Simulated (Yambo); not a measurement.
# Pb (Fm-3m) in Yambo: notebook

The runs below take Pb through optical spectrum, with PBE, LDA.

Everything below comes from runs of Yambo 5.3.0. Logs are shortened: lines on timing, memory, paths and dates and some standing lists are left out, and cuts for length are marked.

### Step 1. Starting point

The structure is cubic, space group Fm-3m (No. 225). Conventional cell: a = 4.950 Å, b = 4.950 Å, c = 4.950 Å, α = 90.00°, β = 90.00°, γ = 90.00°. Around Pb (site symmetry m-3m) lie 12 Pb at 3.50 Å.

### Step 2. Optical spectrum, PBE

optics5.in reads:

```
optics
chi
Chimod= "IP"
% BndsRnXd
 1 | 32 |
%
% LongDrXd
 1 | 1 | 1 |
%
% QpntsRXd
 1 | 1 |
%
% EnRngeXd
 0 | 15 | eV
%
% DmRngeXd
 0.3 | 0.3 | eV
%
ETStpsXd= 200
```

scf.in reads:

```
&CONTROL
  calculation = 'scf'
  prefix = 'pwscf'
  outdir = './tmp'
  pseudo_dir = './pseudo'
/
&SYSTEM
  ibrav = 0
  nat = 1
  ntyp = 1
  ecutwfc = 56
  nbnd = 13
  occupations = 'smearing'
  smearing = 'fd'
  degauss = 0.00367493
  force_symmorphic = .true.
/
&ELECTRONS
  conv_thr = 2d-10
  electron_maxstep = 120
  mixing_beta = 0.5
/
ATOMIC_SPECIES
Pb   207.2000 Pb.upf
CELL_PARAMETERS angstrom
   0.0000000000    2.4750200000    2.4750200000
   2.4750200000    0.0000000000    2.4750200000
   2.4750200000    2.4750200000    0.0000000000
ATOMIC_POSITIONS crystal
Pb     0.0000000000    0.0000000000    0.0000000000
K_POINTS automatic
16 16 16 0 0 0
```

nscf.in reads:

```
&CONTROL
  calculation = 'nscf'
  prefix = 'pwscf'
  outdir = './tmp'
  pseudo_dir = './pseudo'
/
&SYSTEM
  ibrav = 0
  nat = 1
  ntyp = 1
  ecutwfc = 56
  nbnd = 37
  occupations = 'smearing'
  smearing = 'fd'
  degauss = 0.00367493
  force_symmorphic = .true.
/
&ELECTRONS
  conv_thr = 1d-08
  diago_full_acc = .true.
  diago_thr_init = 1d-06
/
ATOMIC_SPECIES
Pb   207.2000 Pb.upf
CELL_PARAMETERS angstrom
   0.0000000000    2.4750200000    2.4750200000
   2.4750200000    0.0000000000    2.4750200000
   2.4750200000    2.4750200000    0.0000000000
ATOMIC_POSITIONS crystal
Pb     0.0000000000    0.0000000000    0.0000000000
K_POINTS automatic
16 16 16 0 0 0
```

Potentials or basis: PseudoDojo 0.4.1 SR PBE standard.

The run is started by

```bash
> OMP_NUM_THREADS=1 pw.x -in scf.in > scf.out
> OMP_NUM_THREADS=1 pw.x -in nscf.in > nscf.out
> cd tmp/pwscf.save; p2y; mv SAVE ../..; cd ../..
> OMP_NUM_THREADS=1 yambo
> mv SAVE/ns.kb_pp_pwscf SAVE/ns.kb_pp_pwscf_off
> OMP_NUM_THREADS=1 yambo -F optics5.in -J optics5 -C optics5_out
```

Yambo's report:

```text
[... sections 02.01 to 02.04 as in the set-up run ...]

  [02.05] Energies & Occupations
  ==============================

  [X] === General ===
  [X] Electronic Temperature                        :  0.258606E-1   300.100    [eV K]
  [X] Bosonic    Temperature                        :  0.258606E-1   300.100    [eV K]
  [X] Finite Temperature mode                       : yes
  [X] El. density                                   :  0.46170E+24 [cm-3]
  [X] Fermi Level                                   :  11.48984 [eV]

  [X] === Gaps and Widths ===
  [X] Conduction Band Min                           :  11.48984 [eV]
  [X] Valence Band Max                              :  11.48984 [eV]
  [X] Filled Bands                                  :   6
  [X] Metallic Bands                                :   7   9
  [X] Empty Bands                                   :   10   37

  [X] === Metallic Characters ===
  [X] N of el / N of met el                         :  14.00000   1.84954
  [X] Average metallic occ.                         :  0.154129

  [WARNING] [X] Metallic system

 [03] Transferred momenta grid and indexing
 ==========================================

 IBZ Q-points                                      :  145
 BZ  Q-points                                      :   4096

 K/Q-points units:
 rlu = crystal or reduced units; cc = cartesian coordinates; iku = interal k-units

 Q [  1]        [rlu]:  0.000000  0.000000  0.000000
 Q [  2]        [rlu]:  0.12549E-17  0.12549E-17  0.62500E-01
 Q [  3]        [rlu]:  0.25097E-17  0.25097E-17  0.12500
 Q [  4]        [rlu]:  0.52892E-18  0.52892E-18  0.18750
 Q [  5]        [rlu]:  0.50195E-17  0.50195E-17  0.25000
 Q [  6]        [rlu]: -0.40561E-17 -0.40561E-17  0.31250
 Q [  7]        [rlu]:  0.10578E-17  0.10578E-17  0.37500
 Q [  8]        [rlu]:  0.49250E-17  0.49250E-17  0.43750
 Q [  9]        [rlu]: -0.10039E-16 -0.10039E-16 -0.50000
 Q [ 10]        [rlu]: -0.69741E-18  0.62500E-01  0.62500E-01
 Q [ 11]        [rlu]: -0.73798E-17  0.62500E-01  0.12500
 Q [ 12]        [rlu]: -0.44292E-17  0.62500E-01  0.18750
 Q [ 13]        [rlu]: -0.65658E-17  0.62500E-01  0.25000
 Q [ 14]        [rlu]: -0.88583E-17  0.62500E-01  0.31250
 Q [ 15]        [rlu]: -0.40561E-17  0.62500E-01  0.37500
 Q [ 16]        [rlu]:  0.10578E-17  0.62500E-01  0.43750
 Q [ 17]        [rlu]: -0.86411E-17  0.62500E-01  0.50000
 Q [ 18]        [rlu]: -0.10039E-16  0.62500E-01 -0.43750
 Q [ 19]        [rlu]: -0.49250E-17  0.62500E-01 -0.37500
 Q [ 20]        [rlu]: -0.10578E-17  0.62500E-01 -0.31250
 Q [ 21]        [rlu]:  0.40561E-17  0.62500E-01 -0.25000
 Q [ 22]        [rlu]: -0.50195E-17  0.62500E-01 -0.18750
 Q [ 23]        [rlu]: -0.52892E-18  0.62500E-01 -0.12500
 Q [ 24]        [rlu]: -0.25097E-17  0.62500E-01 -0.62500E-01
 Q [ 25]        [rlu]: -0.13948E-17  0.12500      0.12500
 Q [ 26]        [rlu]: -0.22146E-17  0.12500      0.18750
 Q [ 27]        [rlu]: -0.14760E-16  0.12500      0.25000
 Q [ 28]        [rlu]: -0.65658E-17  0.12500      0.31250
 Q [ 29]        [rlu]: -0.88583E-17  0.12500      0.37500
 Q [ 30]        [rlu]: -0.40561E-17  0.12500      0.43750
 Q [ 31]        [rlu]:  0.43447E-18  0.12500      0.50000
 Q [ 32]        [rlu]: -0.96339E-18  0.12500     -0.43750
 Q [ 33]        [rlu]: -0.10039E-16  0.12500     -0.37500
 Q [ 34]        [rlu]: -0.49250E-17  0.12500     -0.31250
 Q [ 35]        [rlu]: -0.10578E-17  0.12500     -0.25000
 Q [ 36]        [rlu]:  0.40561E-17  0.12500     -0.18750
 Q [ 37]        [rlu]: -0.50195E-17  0.12500     -0.12500
 Q [ 38]        [rlu]: -0.20922E-17  0.18750      0.18750
 Q [ 39]        [rlu]: -0.39883E-17  0.18750      0.25000
 Q [ 40]        [rlu]: -0.21698E-16  0.18750      0.31250
 Q [ 41]        [rlu]: -0.65658E-17  0.18750      0.37500
 Q [ 42]        [rlu]: -0.88583E-17  0.18750      0.43750
 Q [ 43]        [rlu]: -0.11774E-16  0.18750      0.50000
 Q [ 44]        [rlu]:  0.81122E-17  0.18750     -0.43750
 Q [ 45]        [rlu]: -0.96339E-18  0.18750     -0.37500
 Q [ 46]        [rlu]: -0.10039E-16  0.18750     -0.31250
 Q [ 47]        [rlu]:  0.80177E-17  0.18750     -0.25000
 Q [ 48]        [rlu]: -0.10578E-17  0.18750     -0.18750
 Q [ 49]        [rlu]: -0.27896E-17  0.25000      0.25000
 Q [ 50]        [rlu]: -0.22146E-17  0.25000      0.31250

 Remaining 95 points informations can be written running with -fatlog

 [WARNING] [Xd] User bands 1-32 break level degeneracy

 [04] Dipoles
 ============

  [04.01] Setup: observables and procedures
  =========================================

  [WF-Oscillators/G space/Transverse up loader] Normalization (few states)  min/max  :  0.14228E-16   1.0000

  [WR./optics5//ndb.dipoles]------------------------------------------------------
   Brillouin Zone Q/K grids (IBZ/BZ)                :    145   4096    145   4096
   RL vectors                                       :  1989 [WF]
   Fragmentation                                    : yes
   Electronic Temperature                           :  300.1000 [K]
   Bosonic    Temperature                           :  300.1000 [K]
   DIP band range                                   :    1   32
   DIP band range limits                            :   9   7
   DIP e/h energy range                             : -1.000000 -1.000000 [eV]
   RL vectors in the sum                            :  1989
   [r,Vnl] included                                 : no
   Bands ordered                                    : yes
   Direct v evaluation                              : no
   Approach used                                    : G-space v
   Dipoles computed                                 : R V P [G-space]
   Wavefunctions                                    : Perdew, Burke & Ernzerhof(X)+Perdew, Burke & Ernzerhof(C)

  [WARNING] [r,Vnl^pseudo] not included in position and velocity dipoles

  [WARNING] In case H contains other non local terms, also these are neglected

 [05] Optics
 ===========

 [X-CG] R(p) Tot o/o(of R):    21289   732793      100

 [WARNING] The system is a metal but Drude term not included.
```

Run time: 70 s. Hardware: 1 thread of Arm Neoverse V1, shared host; peak memory 0.31 GiB.

Results:

| Property | Result |
| --- | --- |
| Band gap on the k mesh, mean-field level | none (metal or under the smearing width) |

Dielectric function (along the field direction of the input):
```
energy (eV)  real part  imaginary part
       0.30      12.36            0.84
       0.75      13.17            3.65
       1.28      12.26            7.17
       1.81       8.00           11.78
       2.26       2.99           12.72
       2.79      -1.67            9.42
       3.32      -1.94            6.37
       3.84      -2.96            3.98
       4.30      -2.22            2.48
       4.82      -1.56            1.70
       5.35      -0.99            0.92
       5.80      -0.47            0.75
       6.33      -0.06            0.57
       6.86       0.29            0.55
       7.39       0.58            0.72
       7.84       0.44            0.81
       8.37       0.53            0.67
       8.89       0.48            0.74
       9.42       0.48            0.62
       9.87       0.51            0.59
      10.40       0.43            0.49
      10.93       0.52            0.39
      11.38       0.55            0.32
      11.91       0.62            0.28
      12.44       0.65            0.25
      12.96       0.70            0.20
      13.42       0.76            0.19
      13.94       0.77            0.19
      14.47       0.80            0.15
      15.00       0.83            0.11
```

Caveat: the intraband (Drude) term of the metal is left out; independent-particle spectra lack excitons.

### Step 3. Optical spectrum, LDA

optics0.in reads:

```
optics
chi
Chimod= "IP"
% BndsRnXd
 1 | 32 |
%
% LongDrXd
 1 | 1 | 0 |
%
% QpntsRXd
 1 | 1 |
%
% EnRngeXd
 0 | 15 | eV
%
% DmRngeXd
 0.1 | 0.1 | eV
%
ETStpsXd= 200
```

Changes to scf.in since step 2:

```diff
@@ -31,2 +31,2 @@
 K_POINTS automatic
-16 16 16 0 0 0
+14 14 14 0 0 0
```

Changes to nscf.in since step 2:

```diff
@@ -11,3 +11,3 @@
   ecutwfc = 56
-  nbnd = 37
+  nbnd = 32
   occupations = 'smearing'
@@ -31,2 +31,2 @@
 K_POINTS automatic
-16 16 16 0 0 0
+14 14 14 0 0 0
```

Potentials or basis: PseudoDojo 0.4.1 SR LDA standard.

The run is started by

```bash
> OMP_NUM_THREADS=1 pw.x -in scf.in > scf.out
> OMP_NUM_THREADS=1 pw.x -in nscf.in > nscf.out
> cd tmp/pwscf.save; p2y; mv SAVE ../..; cd ../..
> OMP_NUM_THREADS=1 yambo
> OMP_NUM_THREADS=1 yambo -F optics0.in -J optics0 -C optics0_out
```

Yambo's report:

```text
[... sections 02.01 to 02.04 as in the set-up run ...]

  [02.05] Energies & Occupations
  ==============================

  [X] === General ===
  [X] Electronic Temperature                        :  0.258606E-1   300.100    [eV K]
  [X] Bosonic    Temperature                        :  0.258606E-1   300.100    [eV K]
  [X] Finite Temperature mode                       : yes
  [X] El. density                                   :  0.46170E+24 [cm-3]
  [X] Fermi Level                                   :  11.07049 [eV]

  [X] === Gaps and Widths ===
  [X] Conduction Band Min                           :  11.07049 [eV]
  [X] Valence Band Max                              :  11.07049 [eV]
  [X] Filled Bands                                  :   6
  [X] Metallic Bands                                :   7   8
  [X] Empty Bands                                   :    9   32

  [X] === Metallic Characters ===
  [X] N of el / N of met el                         :  14.00000   1.82991
  [X] Average metallic occ.                         :  0.228738

  [WARNING] [X] Metallic system

 [03] Transferred momenta grid and indexing
 ==========================================

 IBZ Q-points                                      :  104
 BZ  Q-points                                      :  2744

 K/Q-points units:
 rlu = crystal or reduced units; cc = cartesian coordinates; iku = interal k-units

 Q [  1]        [rlu]:  0.000000  0.000000  0.000000
 Q [  2]        [rlu]:  0.16653E-17  0.16653E-17  0.71429E-01
 Q [  3]        [rlu]: -0.69999E-17  0.68779E-17  0.14286
 Q [  4]        [rlu]: -0.37168E-17 -0.37168E-17  0.21429
 Q [  5]        [rlu]: -0.14000E-16  0.13756E-16  0.28571
 Q [  6]        [rlu]: -0.10717E-16 -0.10717E-16  0.35714
[... 42 lines left out ...]
 Q [ 49]        [rlu]: -0.39852E-17  0.35714      0.35714
 Q [ 50]        [rlu]: -0.27864E-16  0.35714      0.42857

 Remaining 54 points informations can be written running with -fatlog

 [04] Dipoles
 ============

  [04.01] Setup: observables and procedures
  =========================================

  [WF-Oscillators/G space/Transverse up loader] Normalization (few states)  min/max  :  0.66136E-17   1.0000

  [WR./optics0//ndb.dipoles]------------------------------------------------------
   Brillouin Zone Q/K grids (IBZ/BZ)                :   104  2744   104  2744
   RL vectors                                       :  1989 [WF]
   Fragmentation                                    : yes
   Electronic Temperature                           :  300.1000 [K]
   Bosonic    Temperature                           :  300.1000 [K]
   DIP band range                                   :    1   32
   DIP band range limits                            :   8   7
   DIP e/h energy range                             : -1.000000 -1.000000 [eV]
   RL vectors in the sum                            :  1989
   [r,Vnl] included                                 : yes
   Bands ordered                                    : yes
   Direct v evaluation                              : no
   Approach used                                    : G-space v
   Dipoles computed                                 : R V P [G-space]
   Wavefunctions                                    : Slater exchange(X)+Perdew & Wang(C)

  [WARNING] [r,Vnl^pseudo] included in position and velocity dipoles.

  [WARNING] In case H contains other non local terms, these are neglected

 [05] Optics
 ===========

 [X-CG] R(p) Tot o/o(of R):    15590   488403      100

 [WARNING] The system is a metal but Drude term not included.
```

r_setup:

```text
[02] CORE Variables Setup
 =========================

  [02.01] Unit cells
  ==================

  Cell kind             :  FCC
  Atoms in the cell     :  Pb
  number of Pb atoms    :  1

  List of atomic masses
[... 607 lines left out ...]
  =================

   [03.01.01] Sigma indexes
   ========================

   [WR./SAVE//ndb.kindx]-----------------------------------------------------------
    Fragmentation                                    : no
    Polarization last K ( bz)                        :  2744
    Polarization last K (ibz)                        :  104
    QP states                                        :    1  104
    X grid is uniform                                : yes
    Grids (string)                                   :  X S
    Grids (int-vector)                               :  1  0  0  1
```

o-optics0.eps_q1_ip:

```text
# Absorption @ Q(1):  0.707106781     0.707106781      0.00000000    [q->0 direction]
#
# [ X ] Hartree size                              :  1
# [GEN] GF Energies                               : Slater exchange(X)+Perdew & Wang(C)
# [GEN] Green`s Function                          : Retarded
#
# [GEN] Gauge                                     : Length
# [GEN] [r,Vnl] included                          : yes
#
#    E[1] [eV]          Im(eps)            Re(eps)
#
        0.000000           0.22133E-17        16.64466
        0.075377           0.060209           16.66696
        0.150754           0.121968           16.73442
        0.226131           0.186957           16.84874
        0.301508           0.257136           17.01289
        0.376884           0.334962           17.23138
[... 192 lines left out ...]
        14.92462           0.221261           1.085254
        15.00000           0.204404           1.106121
#
```

Wall time 47 s (1 thread of Arm Neoverse V1, shared host); peak memory 0.28 GiB.

What came out:

- Band gap on the k mesh, mean-field level: none (metal or under the smearing width)

Dielectric function (along the field direction of the input):
```tsv
energy (eV)	real part	imaginary part
0.30	17.01	0.26
0.68	18.82	0.81
1.06	24.32	4.23
1.43	28.53	9.26
1.81	13.87	23.11
2.19	-0.05	25.52
2.56	-0.51	22.40
2.94	-6.87	13.93
3.32	-5.68	10.98
3.69	-3.96	7.88
4.07	-6.26	4.39
4.45	-4.34	3.18
4.82	-2.80	2.51
5.20	-2.36	1.18
5.58	-1.88	0.91
5.95	-0.87	1.20
6.33	-0.66	0.58
6.71	0.15	0.65
7.09	0.42	0.94
7.46	0.40	0.97
7.84	0.28	1.21
8.22	0.32	1.32
8.59	0.52	1.02
8.97	0.12	1.10
9.35	0.57	1.01
9.72	0.08	1.13
10.10	0.28	0.53
10.48	0.74	0.82
10.85	0.31	0.85
11.23	0.47	0.65
11.61	0.61	0.44
11.98	0.56	0.49
12.36	0.68	0.34
12.74	0.76	0.49
13.12	0.79	0.27
13.49	0.79	0.30
13.87	0.91	0.29
14.25	0.89	0.21
14.62	1.05	0.21
15.00	1.11	0.20
```

Caveat: the intraband (Drude) term of the metal is left out; independent-particle spectra lack excitons. The run has no spin-orbit coupling, so splittings on Pb are missing.

(Continued in part 2 of 2.)
